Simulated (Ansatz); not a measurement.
# CaO: the cost of one run

Method: reference: DFT, HSE06, plane waves, PAW, in Ansatz 0.2.0.

5 further runs of the same task are left out: 1 for a known fault of the program, 4 that didn't finish.

## Step 1: The structure to begin with

It takes space group Fm-3m (No. 225, cubic). The conventional cell has a = 4.795 Å, b = 4.795 Å, c = 4.795 Å, α = 90.00°, β = 90.00°, γ = 90.00°. Around Ca (site symmetry m-3m) lie 6 O at 2.40 Å. O (site symmetry m-3m) has 6 Ca at 2.40 Å as nearest neighbours.

Structure file:

```xyz
2
Lattice="0.0000 2.3976 2.3976 2.3976 0.0000 2.3976 2.3976 2.3976 0.0000" Properties=species:S:1:pos:R:3 pbc="T T T"
Ca    0.0000    0.0000    0.0000
O     2.3976    2.3976    2.3976
```

## Step 2: The reference run

input.yaml reads:

```yaml
crystal:
  lattice:
    - [0.0, 2.3975501188, 2.3975501188]
    - [2.3975501188, 0.0, 2.3975501188]
    - [2.3975501188, 2.3975501188, 0.0]
  atoms:
    - { symbol: Ca, position: [0.0, 0.0, 0.0] }
    - { symbol: O, position: [0.5, 0.5, 0.5] }
kpoints:
  mp_grid: { grid: [4, 4, 4] }
hamiltonian:
  xc: hse06
scf:
  occupations: { method: fixed }
  n_extra_bands: 4
output:
  forces: true
  stress: true
  eigenvalues: true
```

Run with:

```bash
> ansatz run input.yaml --threads 4 --pin off --max-ram 3686MiB --backend cpu --events-out ev --progress --plain --runs-dir out
```

Q: Estimate wall time and peak memory on 4 threads of an Arm CPU, shared host.

About 2 s, with a peak of 0.41 GiB.
